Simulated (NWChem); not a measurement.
# One shape, several levels: CH5BrOSi2 (SMILES [SiH3][SiH]1OC1Br)

We compute a comparison of 4 runs (HF/STO-3G, HF/3-21G, B3LYP/6-31G*) of CH5BrOSi2. 

Program for the calculation: NWChem 7.3.0.

### Step 1. The system as given

The species is CH5BrOSi2 (10 atoms), meant as a singlet with charge 0. As SMILES, `[SiH3][SiH]1OC1Br`. Geometry: relaxed at PBE0-D4/def2-TZVP.

Bond lengths: Si1–Si2 2.331 Å, Si2–O3 1.692 Å, Si2–C4 1.817 Å, O3–C4 1.418 Å, C4–Br5 1.935 Å, Si1–H6 1.486 Å, Si1–H7 1.486 Å, Si1–H8 1.484 Å, Si2–H9 1.481 Å, C4–H10 1.085 Å. Some angles: Si1–Si2–O3 115.5°, Si1–Si2–C4 122.7°, O3–Si2–C4 47.5°, Si2–O3–C4 70.9°, Si2–C4–O3 61.6°, Si2–C4–Br5 121.0°, O3–C4–Br5 114.7°, Si1–Si2–H9 118.4°, O3–Si2–H9 114.9°, C4–Si2–H9 117.0°.

### Step 2. Energy and gradient at HF/STO-3G (run 1)

sp.nw reads:

```
start sp
memory 2200 mb

geometry units angstroms noautosym nocenter noautoz
   Si   -1.128500   -0.253600    1.518200
   Si    0.300000    0.645900   -0.089400
   O     1.709500   -0.240900   -0.388800
   C     0.873300   -0.297500   -1.532000
   Br    1.579500    0.599200   -3.093900
   H    -0.583300   -0.003600    2.878000
   H    -2.460400    0.394800    1.397000
   H    -1.247300   -1.713300    1.277100
   H     0.466900    2.116800   -0.139100
   H     0.573600   -1.299000   -1.824200
end

basis spherical bse
   * library STO-3G
end

scf
   thresh 1e-08
   maxiter 80
end

task scf gradient
```

Run with:

```sh
$ nwchem sp.nw > sp.out
```

Standard output:

```text
[...]
  functions       =    51
[...]
  wavefunction    = RHF
[...]
         Total SCF energy =  -3230.010044025549
      One-electron energy =  -5431.826600605195
      Two-electron energy =   1742.949434547301
 Nuclear repulsion energy =    458.867122032345
        Time for solution =      7.7s
[...]
                         RHF ENERGY GRADIENTS
    atom               coordinates                        gradient
                 x          y          z           x          y          z
   1 Si     -2.132556  -0.479235   2.868982    0.001926  -0.001349   0.001849
   2 Si      0.566918   1.220574  -0.168942    0.023795  -0.011262  -0.016816
   3 O       3.230487  -0.455235  -0.734725   -0.024135   0.003349  -0.014032
   4 C       1.650298  -0.562193  -2.895060    0.005606  -0.017053   0.011155
   5 Br      2.984822   1.132324  -5.846623    0.002216   0.002567  -0.001224
   6 H      -1.102277  -0.006803   5.438631    0.012277   0.005942   0.030059
   7 H      -4.649482   0.746064   2.639947   -0.028929   0.015592  -0.003638
   8 H      -2.357055  -3.237668   2.413369   -0.001240  -0.031691  -0.006742
   9 H       0.882313   4.000172  -0.262861    0.002057   0.029630   0.001033
  10 H       1.083947  -2.454754  -3.447238    0.006428   0.004277  -0.001644
[...]
```

Run time: 11 s. Hardware: 1 thread of Intel Xeon Platinum 8488C (Sapphire Rapids), shared host; peak memory 0.099 GiB.

### Step 3. Energy and gradient at HF/3-21G (run 2)

m1.xyz reads:

```xyz
10
CH5BrOSi2
Si    -1.128500    -0.253600     1.518200
Si     0.300000     0.645900    -0.089400
O      1.709500    -0.240900    -0.388800
C      0.873300    -0.297500    -1.532000
Br     1.579500     0.599200    -3.093900
H     -0.583300    -0.003600     2.878000
H     -2.460400     0.394800     1.397000
H     -1.247300    -1.713300     1.277100
H      0.466900     2.116800    -0.139100
H      0.573600    -1.299000    -1.824200
```

m1.nw reads:

```
start m1
title "CH5BrOSi2"
memory total 2200 mb
charge 0
geometry units angstrom noautosym nocenter noautoz
 load m1.xyz
end
basis spherical bse
 * library 3-21G
end
scf
 thresh 1e-08
 maxiter 80
end
task scf gradient
```

Run with:

```sh
$ nwchem m1.nw > m1.out
```

Standard output:

```text
[...]
  functions       =    76
[...]
  wavefunction    = RHF
[...]
         Total SCF energy =  -3249.786342813064
      One-electron energy =  -5440.593586367373
      Two-electron energy =   1731.940121521964
 Nuclear repulsion energy =    458.867122032345
        Time for solution =      8.7s
[...]
                         RHF ENERGY GRADIENTS
    atom               coordinates                        gradient
                 x          y          z           x          y          z
   1 Si     -2.132556  -0.479235   2.868982    0.004548   0.002359  -0.003852
   2 Si      0.566918   1.220574  -0.168942    0.024559  -0.029072  -0.021668
   3 O       3.230487  -0.455235  -0.734725   -0.042036   0.012378  -0.019646
   4 C       1.650298  -0.562193  -2.895060    0.019597   0.029895   0.034484
   5 Br      2.984822   1.132324  -5.846623   -0.006247  -0.008321   0.012752
   6 H      -1.102277  -0.006803   5.438631   -0.000203  -0.000124   0.000683
   7 H      -4.649482   0.746064   2.639947   -0.000431   0.000362   0.000394
   8 H      -2.357055  -3.237668   2.413369    0.000129  -0.000560   0.000134
   9 H       0.882313   4.000172  -0.262861    0.001040   0.003177   0.001593
  10 H       1.083947  -2.454754  -3.447238   -0.000955  -0.010095  -0.004873
[...]
```

Run time: 13 s. Hardware: 1 thread of Intel Xeon Platinum 8488C (Sapphire Rapids), shared host; peak memory 0.096 GiB.

### Step 4. Energy and gradient at B3LYP/6-31G(d) (spherical functions) (run 3)

run.py reads:

```python
from ase import Atoms
from ase.calculators.nwchem import NWChem

system = Atoms(['Si', 'Si', 'O', 'C', 'Br', 'H', 'H', 'H', 'H', 'H'], positions=[
    [-1.128500, -0.253600, 1.518200],
    [0.300000, 0.645900, -0.089400],
    [1.709500, -0.240900, -0.388800],
    [0.873300, -0.297500, -1.532000],
    [1.579500, 0.599200, -3.093900],
    [-0.583300, -0.003600, 2.878000],
    [-2.460400, 0.394800, 1.397000],
    [-1.247300, -1.713300, 1.277100],
    [0.466900, 2.116800, -0.139100],
    [0.573600, -1.299000, -1.824200],
])

calc = NWChem(
    label='input',
    theory='dft',
    memory='2200 mb',
    basis='6-31G*',
    basispar='spherical bse',
    dft={'xc': 'b3lyp', 'mult': '1', 'grid': 'fine', 'convergence': 'energy 1e-08', 'iterations': '100', 'mulliken': None},
)
system.calc = calc

forces = system.get_forces()
e = system.get_potential_energy()
print(f"E = {e:.6f} eV")
print("forces (eV/A):")
for s, f in zip(system.symbols, forces):
    print(f"{s:2s} {f[0]:10.5f} {f[1]:10.5f} {f[2]:10.5f}")
print("dipole (e A):", system.get_dipole_moment().round(4))
```

Run with:

```sh
$ export ASE_NWCHEM_COMMAND="nwchem PREFIX.nwi > PREFIX.nwo"
$ python run.py
```

Standard output:

```text
E = -88958.488561 eV
forces (eV/A):
Si   -0.02165    0.03034    0.02293
Si   -0.57104    0.48661    0.42166
O     0.66602   -0.35553    0.11447
C    -0.20353   -0.31321   -0.04345
Br    0.22898    0.26184   -0.56101
H    -0.01635   -0.02057    0.03198
H    -0.03517   -0.01136    0.02036
H    -0.01903   -0.02324    0.01825
H    -0.01522    0.03877   -0.01584
H    -0.01296   -0.09359   -0.00936
dipole (e A): [-0.5383 -0.0072  0.4135]
```

The calculator wrote input.nwi:

```
title "input"

permanent_dir input

scratch_dir input

start input

geometry units angstrom nocenter noautosym noautoz
  Si -1.1285000000000001e+00 -2.5359999999999999e-01 1.5182000000000000e+00
  Si 2.9999999999999999e-01 6.4590000000000003e-01 -8.9399999999999993e-02
  O  1.7095000000000000e+00 -2.4090000000000000e-01 -3.8879999999999998e-01
  C  8.7329999999999997e-01 -2.9749999999999999e-01 -1.5320000000000000e+00
  Br 1.5794999999999999e+00 5.9919999999999995e-01 -3.0939000000000001e+00
  H  -5.8330000000000004e-01 -3.5999999999999999e-03 2.8780000000000001e+00
  H  -2.4603999999999999e+00 3.9479999999999998e-01 1.3970000000000000e+00
  H  -1.2473000000000001e+00 -1.7133000000000000e+00 1.2770999999999999e+00
  H  4.6689999999999998e-01 2.1168000000000000e+00 -1.3910000000000000e-01
  H  5.7360000000000000e-01 -1.2989999999999999e+00 -1.8242000000000000e+00
end

memory 2200 mb

basis spherical bse noprint
   * library 6-31G*
end

dft
  xc b3lyp
  mult 1
  grid fine
  convergence energy 1e-08
  iterations 100
  mulliken
end

task dft gradient
```

input.nwo:

```text
Northwest Computational Chemistry Package (NWChem) 7.3.0
             --------------------------------------------------------

           Job information
           ---------------

    nwchem branch   = 7.3.0
    use scalapack   = T
    input           = input.nwi
    prefix          = input.
    data base       = input/input.db
    status          = startup
    nproc           =        1

           Memory information
           ------------------

    heap     =     72089594 doubles =      550.0 Mbytes
    stack    =     72089599 doubles =      550.0 Mbytes
    global   =    144179200 doubles =     1100.0 Mbytes (distinct from heap & stack)
    total    =    288358393 doubles =     2200.0 Mbytes
    verify   = yes
    hardfail = no

[... 116 lines left out ...]
  convergence criterion.
[... 42 lines left out ...]
          Spatial weights used:  Erf1
[... 75 lines left out ...]
         Total DFT energy =    -3269.164183012110
[... 3 lines left out ...]
 Nuclear repulsion energy =      458.867122032344
[... 811 lines left out ...]
          Convergence on gradient requested:  5.00D-04
[... 29 lines left out ...]
          total energy or number of iterations.
[... 26 lines left out ...]
                         DFT ENERGY GRADIENTS

    atom               coordinates                        gradient
                 x          y          z           x          y          z
   1 Si     -2.132556  -0.479235   2.868982    0.000421  -0.000590  -0.000446
   2 Si      0.566918   1.220574  -0.168942    0.011105  -0.009463  -0.008200
   3 O       3.230487  -0.455235  -0.734725   -0.012952   0.006914  -0.002226
[... 6 lines of this table left out ...]
  10 H       1.083947  -2.454754  -3.447238    0.000252   0.001820   0.000182

                 ----------------------------------------
                 |  Time  |  1-e(secs)   |  2-e(secs)   |
                 ----------------------------------------
                 |  CPU   |       0.01   |      19.90   |
                 ----------------------------------------
                 |  WALL  |       0.01   |      19.90   |
                 ----------------------------------------

 Task  times  cpu:       68.7s     wall:       68.7s
 Total times  cpu:       68.7s     wall:       68.7s
```

It took 70 s on 1 thread of Intel Xeon Platinum 8488C (Sapphire Rapids), shared host; peak memory 0.13 GiB.

### Step 5. Energy and gradient at B3LYP/6-31G(d) (Cartesian functions) (run 4)

m1.xyz is that of step 3.

m1.nw reads:

```
echo
START m1
TITLE "CH5BrOSi2"
memory stack 880 mb heap 220 mb global 1100 mb
charge 0

GEOMETRY units angstrom noautosym nocenter noautoz
load m1.xyz
END

BASIS
Si library 6-31G*
O library 6-31G*
C library 6-31G*
Br library 6-31G*
H library 6-31G*
END

DFT
xc b3lyp
grid fine
convergence energy 1e-08
iterations 100
mulliken
END

TASK dft gradient
```

Run with:

```sh
$ nwchem m1.nw > m1.out
```

Standard output:

```text
[...]
          Wavefunction type:  closed shell.
          No. of atoms     :    10
          No. of electrons :    82
[...]
          Charge           :     0
          Spin multiplicity:     1
[...]
          AO basis - number of functions:   113
[...]
              XC Information
              --------------
                         B3LYP Method XC Potential
                     Hartree-Fock (Exact) Exchange  0.200
                        Slater Exchange Functional  0.800 local
                    Becke 1988 Exchange Functional  0.720 non-local
              Lee-Yang-Parr Correlation Functional  0.810
                  VWN I RPA Correlation Functional  0.190 local
[...]
 d= 0,ls=0.0,diis     1  -3269.0647711342 -3.73D+03  1.62D-02  2.13D+00     6.0
[...]
 d= 0,ls=0.0,diis    11  -3269.1780926955 -4.73D-09  3.52D-07  6.71D-10    50.2
         Total DFT energy =    -3269.178092695537
      One electron energy =    -5456.899610373747
           Coulomb energy =     1877.914124693298
    Exchange-Corr. energy =     -149.059729047434
 Nuclear repulsion energy =      458.867122032345
[...]
  wavefunction    = closed shell
                         DFT ENERGY GRADIENTS
    atom               coordinates                        gradient
                 x          y          z           x          y          z
   1 Si     -2.132556  -0.479235   2.868982    0.000411  -0.000570  -0.000485
   2 Si      0.566918   1.220574  -0.168942    0.011133  -0.009448  -0.008174
   3 O       3.230487  -0.455235  -0.734725   -0.013111   0.006915  -0.002450
   4 C       1.650298  -0.562193  -2.895060    0.004188   0.006167   0.000796
   5 Br      2.984822   1.132324  -5.846623   -0.004561  -0.005162   0.011174
   6 H      -1.102277  -0.006803   5.438631    0.000332   0.000402  -0.000597
   7 H      -4.649482   0.746064   2.639947    0.000661   0.000229  -0.000390
   8 H      -2.357055  -3.237668   2.413369    0.000369   0.000423  -0.000352
   9 H       0.882313   4.000172  -0.262861    0.000313  -0.000711   0.000294
  10 H       1.083947  -2.454754  -3.447238    0.000265   0.001756   0.000183
[...]
```

It took 72 s on 1 thread of Intel Xeon Platinum 8488C (Sapphire Rapids), shared host; peak memory 0.13 GiB.

### Step 6. Overview of the runs

| run | level | iteration cap | module | energy (Eh) | dipole moment (D) | HOMO energy (eV) | LUMO energy (eV) | wall time |
| --- | --- | --- | --- | --- | --- | --- | --- | --- |
| 1 | HF/STO-3G | 80 | scf | -3230.010044 | 4.02 | -6.99 | 8.13 | 11 s |
| 2 | HF/3-21G | 80 | scf | -3249.786343 | 3.92 | -9.75 | 1.99 | 13 s |
| 3 | B3LYP/6-31G* (spherical functions) | 100 | dft | -3269.164183 | 3.26 | -6.89 | -1.39 | 70 s |
| 4 | B3LYP/6-31G* (Cartesian functions) | 100 | dft | -3269.178093 | 3.27 | -6.89 | -1.39 | 72 s |

### Step 7. Summary of results

| quantity | value |
| --- | --- |
| run 4: total energy | -3269.17809 Eh |
| run 4: dipole moment | 3.27 D |
| run 4: HOMO energy | -6.89 eV |
| run 4: LUMO energy | -1.39 eV |
| run 4: HOMO–LUMO gap | 5.49 eV |
| run 4: largest force on an atom | 0.860 eV/Å |

What this shows: The dipole moment (its size) runs from 3.26 D (B3LYP/6-31G*) to 4.02 D (HF/STO-3G). The two ends differ in method and basis. The HOMO–LUMO gap runs from 5.49 eV (B3LYP/6-31G*) to 15.12 eV (HF/STO-3G). In run 1 the basis is minimal, so the values are rough. All runs together took 2.8 min, the longest 72 s.
